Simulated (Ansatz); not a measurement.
# Ba2TeS: how the settings move a single-point run

Question: which choices in the input matter for Ba2TeS? The cell is built on a prototype (ordering on rocksalt) and needn't be the phase found in nature.

Computed with Ansatz 0.2.0 (reference: DFT, HSE06, plane waves, PAW, unless a step's input says otherwise).

1 further run of the same task is left out (for a known fault of the program). Runs told in other sessions of the task aren't counted.

## Step 1: The structure to begin with

The structure is tetragonal, space group P4/mmm (No. 123). The conventional cell has a = 4.793 Å, b = 4.793 Å, c = 6.784 Å, α = 90.00°, β = 90.00°, γ = 90.00°. S (site symmetry 4/mmm) is surrounded by 6 Ba at 3.39 Å. Ba (site symmetry 4/mmm) has 4 Te at 3.39 Å and 2 S at 3.39 Å in its first shell of neighbours. Te (site symmetry 4/mmm) has 6 Ba at 3.39 Å in its first shell of neighbours. Around Ba (site symmetry 4/mmm) lie 4 S at 3.39 Å and 2 Te at 3.39 Å.

As a file:

```
CELL_PARAMETERS angstrom
4.79268 0.00000 0.00000
0.00000 4.79268 0.00000
0.00000 0.00000 6.78397
ATOMIC_POSITIONS crystal
S 0.00000 0.00000 0.00000
Ba 0.00000 0.00000 0.50000
Te 0.50000 0.50000 0.50000
Ba 0.50000 0.50000 0.00000
```

## Step 2: Reference

input.yaml reads:

```yaml
crystal:
  lattice:
    - [4.7926763298, 0.0, 0.0]
    - [0.0, 4.7926763298, 0.0]
    - [0.0, 0.0, 6.7839702371]
  atoms:
    - { symbol: S, position: [0.0, 0.0, 0.0] }
    - { symbol: Ba, position: [0.0, 0.0, 0.5] }
    - { symbol: Te, position: [0.5, 0.5, 0.5] }
    - { symbol: Ba, position: [0.5, 0.5, 0.0] }
kpoints:
  mp_grid: { grid: [2, 2, 2] }
hamiltonian:
  xc: hse06
scf:
  occupations: { method: fixed }
  n_extra_bands: 5
output:
  forces: true
  stress: true
  eigenvalues: true
```

Launch:

```bash
ansatz run input.yaml --threads 4 --pin off --max-ram 3686MiB --backend cpu --events-out ev --progress --plain --runs-dir out
```

## Step 3: Changed: exchange pbe, correlation pbe, coeff 0.3, omega 0.5

input.yaml, as its differences from that of step 2:

```diff
@@ -13,3 +13,3 @@
 hamiltonian:
-  xc: hse06
+  xc: { exchange: pbe, correlation: pbe, exx: { coeff: 0.3, omega: 0.5 } }
 scf:
```

## Step 4: Changing settings: exchange pbe, correlation pbe, coeff 0.2

input.yaml, as its differences from that of step 2:

```diff
@@ -13,3 +13,3 @@
 hamiltonian:
-  xc: hse06
+  xc: { exchange: pbe, correlation: pbe, exx: { coeff: 0.2 } }
 scf:
```

## Step 5: Changed: ecutwfc 500

input.yaml, as its differences from that of step 2:

```diff
@@ -21 +21,3 @@
   eigenvalues: true
+basis:
+  ecutwfc: 500
```

Q: Predict the outcome of this session. Wanted: for each run, ending; energy change; pressure; gap; force.

As calculated:

```csv
run,ending,energy change,pressure (GPa),gap (eV),force (eV/Å),cycles,time
reference,converged,0,0.5,2.55,0.00,15,18 s
"1: exchange pbe, correlation pbe, coeff 0.3, omega 0.5",converged,not comparable,0.6,2.13,0.00,14,18 s
"2: exchange pbe, correlation pbe, coeff 0.2",converged,not comparable,0.6,2.95,0.00,14,17 s
3: ecutwfc 500,converged,-0.5 meV/atom,0.5,2.55,0.00,14,23 s
```

Residual by cycle in the longest SCF loop of each run; runs are numbered as in the table. The quantity is the density residual dr2, in eV.

```csv
cycle,reference,run 1,run 2,run 3
1,0.0188,0.0141,0.0133,0.0187
2,0.00226,0.00156,0.00169,0.00226
3,8.5e-4,5.3e-4,6.8e-4,8.7e-4
4,8.4e-5,4.9e-5,6.1e-5,8.3e-5
5,2.2e-5,1.2e-5,2.3e-5,2.4e-5
6,2.1e-5,1.1e-5,1.9e-5,2.2e-5
7,1.3e-6,8.7e-7,1.1e-6,1.1e-6
```

«ecutwfc 500» moves the energy by -0.5 meV/atom. The gap of the reference lacks spin-orbit coupling, though the cell holds Te and Ba.
